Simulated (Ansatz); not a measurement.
Geometry optimisation, DFT PBE, scalar-relativistic, plane waves, PAW (Ansatz).

Input:

```yaml
crystal:
  lattice:
    - [5.614428, 0.0, 0.0]
    - [2.807214, 4.862237, 0.0]
    - [0.0, 0.0, 18.730201]
  atoms:
    - { symbol: Mg, position: [0.0, 0.0, 0.0533897] }
    - { symbol: O, position: [0.3333333, 0.8333333, 0.1145765] }
    - { symbol: Mg, position: [0.0, 0.5, 0.0533897] }
    - { symbol: O, position: [0.3333333, 0.3333333, 0.1145765] }
    - { symbol: Mg, position: [0.5, 0.0, 0.0533897] }
    - { symbol: O, position: [0.8333333, 0.8333333, 0.1145765] }
    - { symbol: Mg, position: [0.5, 0.5, 0.0533897] }
    - { symbol: O, position: [0.8333333, 0.3333333, 0.1145765] }
    - { symbol: Mg, position: [0.6666667, 0.6666667, 0.1757632] }
    - { symbol: O, position: [0.0, 0.5, 0.23695] }
    - { symbol: Mg, position: [0.6666667, 0.1666667, 0.1757632] }
    - { symbol: O, position: [0.0, 0.0, 0.23695] }
    - { symbol: Mg, position: [0.1666667, 0.6666667, 0.1757632] }
    - { symbol: O, position: [0.5, 0.5, 0.23695] }
    - { symbol: Mg, position: [0.1666667, 0.1666667, 0.1757632] }
    - { symbol: O, position: [0.5, 0.0, 0.23695] }
    - { symbol: Mg, position: [0.3333333, 0.3333333, 0.2981367] }
    - { symbol: O, position: [0.6666667, 0.1666667, 0.3593235] }
    - { symbol: Mg, position: [0.3333333, 0.8333333, 0.2981367] }
    - { symbol: O, position: [0.6666667, 0.6666667, 0.3593235] }
    - { symbol: Mg, position: [0.8333333, 0.3333333, 0.2981367] }
    - { symbol: O, position: [0.1666667, 0.1666667, 0.3593235] }
    - { symbol: Mg, position: [0.8333333, 0.8333333, 0.2981367] }
    - { symbol: O, position: [0.1666667, 0.6666667, 0.3593235] }
    - { symbol: O, position: [0.1548795, 0.6710035, 0.4308657], spin: 1.0 }
magnetization:
  spin_polarized: true
basis:
  ecutwfc: 420.0
kpoints:
  mp_grid: { grid: [2, 2, 1] }
hamiltonian:
  xc: pbe
  pseudopotentials: { kind: paw, azcp: { folder: soft_1 } }
scf:
  occupations: { method: fermi_dirac, width: 0.02 }
  lower_state_search: "off"
relax:
  f_tol: 0.08
  max_steps: 25
  adjacent_minimum: "off"
  constraints: [{ sites: [0, 1, 2, 3, 4, 5, 6, 7] }]
```

Run as:

```bash
$ ansatz run input.yaml --threads 4 --pin off --max-ram 10240MiB --backend cpu --events-out ev --progress --plain --runs-dir out
```

Problem. Where does it end, and by what steps?

Solution. The run converged. Limits of this set-up: coarse k mesh, thin slab, slab without dipole correction, a typed lattice constant that wasn't relaxed here. After 5 steps the energy has fallen by 3.091 eV; O24 moved furthest, 0.86 Å.

```tsv
step	energy less start (eV)	largest force component (eV/Å)	accepted
0	0.0000	4.541	yes
1	-1.7866	3.355	yes
2	-2.7119	0.715	yes
3	-2.9864	0.715	yes
4	-3.0795	0.138	yes
5	-3.0915	0.043	yes
```

```xyz
25
Lattice="5.6144 0.0000 0.0000 2.8072 4.8622 0.0000 0.0000 0.0000 18.7302" Properties=species:S:1:pos:R:3
Mg 0.000 0.000 1.000
O 4.211 4.052 2.146
Mg 1.404 2.431 1.000
O 2.807 1.621 2.146
Mg 2.807 0.000 1.000
O 7.018 4.052 2.146
Mg 4.211 2.431 1.000
O 5.614 1.621 2.146
Mg 5.614 3.232 3.526
O 1.427 2.445 4.694
Mg 4.219 0.815 3.526
O 0.000 -0.027 4.694
Mg 2.807 3.242 3.506
O 4.188 2.444 4.694
Mg 1.395 0.815 3.527
O 2.807 0.000 4.616
Mg 2.807 1.556 6.009
O 4.171 0.788 7.133
Mg 4.266 4.084 6.008
O 5.613 3.287 7.133
Mg 5.614 1.621 6.167
O 1.442 0.788 7.133
Mg 6.962 4.084 6.010
O 2.806 3.242 7.588
O 2.799 3.246 8.806
```

Whether the end is a true minimum wasn't checked by a vibrational analysis.

Time of the run: 49 s on 4 threads of AMD EPYC 7B13 (Zen 3) (shared host), peak memory 1.4 GiB.
